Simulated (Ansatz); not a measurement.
# Mn3Sn: the cost of one run

Computed with Ansatz 0.2.0 (DFT r²SCAN, scalar-relativistic, plane waves, PAW, unless a step's input says otherwise).

4 further runs of the same task are left out: 3 that didn't finish, 1 set aside as unsound or not needed.

**1. The starting structure**

It takes space group P6_3/mmc (No. 194, hexagonal). Conventional cell: a = 5.756 Å, b = 5.756 Å, c = 4.597 Å, α = 90.00°, β = 90.00°, γ = 120.00°. Around Mn (site symmetry mm2) lie 8 Mn at 2.82 to 2.94 Å and 4 Sn at 2.86 to 2.88 Å. Sn (site symmetry -6m2) is surrounded by 12 Mn at 2.86 to 2.88 Å.

As a file:

```
CELL_PARAMETERS angstrom
5.75625 0.00000 0.00000
-2.87812 4.98506 0.00000
0.00000 0.00000 4.59688
ATOMIC_POSITIONS crystal
Mn 0.83667 0.67335 0.25000
Mn 0.16333 0.83667 0.75000
Mn 0.32665 0.16333 0.25000
Mn 0.16333 0.32665 0.75000
Mn 0.83667 0.16333 0.25000
Mn 0.67335 0.83667 0.75000
Sn 0.33333 0.66667 0.25000
Sn 0.66667 0.33333 0.75000
```

An earlier run at r²SCAN left this cell at 16.489 Å³/atom and 0.14 GPa (8×8×8 mesh).

**2. Antiferromagnetic, in the cell as typed**

Contents of input.yaml:

```yaml
crystal:
  lattice:
    - [5.7562469602, 0.0, 0.0]
    - [-2.8781234801, 4.985056098, 0.0]
    - [0.0, 0.0, 4.5968818043]
  atoms:
    - { symbol: Mn, position: [0.8366744325, 0.6733488651, 0.25], spin: 3.5 }
    - { symbol: Mn, position: [0.1633255675, 0.8366744325, 0.75], spin: -3.5 }
    - { symbol: Mn, position: [0.3266511349, 0.1633255675, 0.25], spin: 3.5 }
    - { symbol: Mn, position: [0.1633255675, 0.3266511349, 0.75], spin: -3.5 }
    - { symbol: Mn, position: [0.8366744325, 0.1633255675, 0.25], spin: 3.5 }
    - { symbol: Mn, position: [0.6733488651, 0.8366744325, 0.75], spin: -3.5 }
    - { symbol: Sn, position: [0.3333333333, 0.6666666667, 0.25] }
    - { symbol: Sn, position: [0.6666666667, 0.3333333333, 0.75] }
basis:
  ecutwfc: 500
  ecutrho_ratio: 4
kpoints:
  mp_grid: { grid: [8, 8, 8] }
hamiltonian:
  xc: r2scan
scf:
  occupations: { method: gaussian, width: 0.05 }
  lower_state_search: "off"
output:
  forces: true
  stress: true
  eigenvalues: true
  populations: true
magnetization:
  spin_polarized: true
```

On the command line:

```
ansatz run input.yaml --threads 4 --pin off --max-ram 10240MiB --backend cpu --events-out ev --progress --plain --runs-dir out
```

**Question.** How long does this run take on 4 threads of Arm Neoverse V2, shared host, and how much memory does it need?

About 80 s, with a peak of 1.5 GiB.
